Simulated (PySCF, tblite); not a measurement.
# C4H13FGeSi2: geometry, infrared bands and NMR shifts

What infrared bands and NMR shifts should C4H13FGeSi2 (`F[C@H]1C[C@@H]([Si@@H]([SiH3])[GeH3])C1`) show?

The runs use tblite 0.8.0 and PySCF 2.14.0, with density-fitted response routines of our own; the level of theory stands in each step. All values are computed, except where a source is named. Atoms are numbered from 0 throughout.

## Step 1: Starting geometry

21 atoms, charge 0, multiplicity 1; geometry from: force field or distance geometry start.

Bonds of the start (Å): F0–C1 1.38, C1–C2 1.54, C2–C3 1.52, C3–Si4 1.89, Si4–Si5 2.22, Si4–Ge6 2.33, C3–C7 1.51, C7–C1 1.54, C1–H8 1.10, C2–H9 1.12, C2–H10 1.10, C3–H11 1.12, Si4–H12 1.47, Si5–H13 1.47, Si5–H14 1.47, Si5–H15 1.48, Ge6–H16 1.55, Ge6–H17 1.55, Ge6–H18 1.55, C7–H19 1.11, C7–H20 1.11.

## Step 2: Geometry optimisation with GFN2-xTB

Job settings and geometry (Å):

```
{"job": {"kind": "relax", "xc": "GFN2-xTB", "basis": "xTB"}, "charge": 0, "multiplicity": 1}
F     -1.602800     0.312100    -2.300900
C     -2.141200     0.096400    -1.047600
C     -1.332200    -0.956600    -0.262500
C     -0.913500     0.126200     0.724900
Si     0.945500     0.435500     0.783900
Si     1.962500    -1.338300     1.660300
Ge     1.794200     0.809600    -1.351400
C     -1.702100     1.168600    -0.039800
H     -3.226800    -0.100700    -1.042900
H     -2.002900    -1.721400     0.202600
H     -0.513400    -1.392000    -0.863200
H     -1.338400    -0.064000     1.748200
H      1.208000     1.617700     1.622900
H      1.699800    -2.516700     0.823800
H      3.412900    -1.083100     1.716100
H      1.450400    -1.566400     3.033100
H      3.320900     1.060900    -1.248700
H      1.528200    -0.445000    -2.230600
H      1.099500     2.044900    -1.970100
H     -2.562400     1.559700     0.547400
H     -1.095100     1.969700    -0.506000
```

On the command line:

```sh
> OMP_NUM_THREADS=1 python probes_run.py task.json out
```

One launch serves the whole session: the jobs run in the order shown.

**Question.** This job is followed by: GFN2-xTB harmonic vibrations, gas phase; GIAO PBE0/pcSseg-1 NMR shielding, non-relativistic, gas phase. Predict these results of the whole session: strongest single infrared mode (GFN2-xTB); zero-point energy (GFN2-xTB); ¹³C shifts against TMS (PBE0/pcSseg-1); ¹H shifts against TMS (PBE0/pcSseg-1, means over atoms taken as alike); ¹⁹F shifts against CFCl3 (PBE0/pcSseg-1); ²⁹Si shifts against TMS (PBE0/pcSseg-1); ⁷³Ge shifts against GeMe4 (PBE0/pcSseg-1).

The runs gave:

| quantity | value |
| --- | --- |
| strongest single infrared mode (GFN2-xTB) | 777 cm⁻¹, 649 km/mol |
| zero-point energy (GFN2-xTB) | 91.9 kcal/mol |
| ¹³C shifts against TMS (PBE0/pcSseg-1) | 94.0, 35.8, 33.2, 14.2 ppm |
| ¹H shifts against TMS (PBE0/pcSseg-1, means over atoms taken as alike) | 5.20, 4.32, 3.48, 3.25, 2.78, 2.61, 2.22, 2.02, 1.97 ppm |
| ¹⁹F shifts against CFCl3 (PBE0/pcSseg-1) | -188.4 ppm |
| ²⁹Si shifts against TMS (PBE0/pcSseg-1) | -58.0, -117.4 ppm |
| ⁷³Ge shifts against GeMe4 (PBE0/pcSseg-1) | -373 ppm |

**Reading.** The optimisation took 73 steps and gained 0.546 eV; among the close pairs (by a distance rule), Si4–Si5 changed most, from 2.225 to 2.325 Å. No mode is imaginary among the 57: a minimum at this level. The strongest single mode, at 777 cm⁻¹, has its largest shares on H13, H14 and H15 (the list is cut at 3 atoms). GFN2-xTB is a fitted tight-binding method: band positions and strengths are rough. Its intensities can rank the bands wrongly. H8 (hydrogen on an sp3 CH bonded to F) lies farthest downfield among hydrogen, at 5.20 ppm; its carbon carries F, an electronegative neighbour. At PBE0/pcSseg-1: The largest span, 112 ppm, is at Si4, where the paramagnetic term is -474 ppm. Spin-orbit coupling is left out, which matters for shieldings and couplings at and beside the heavy atoms.
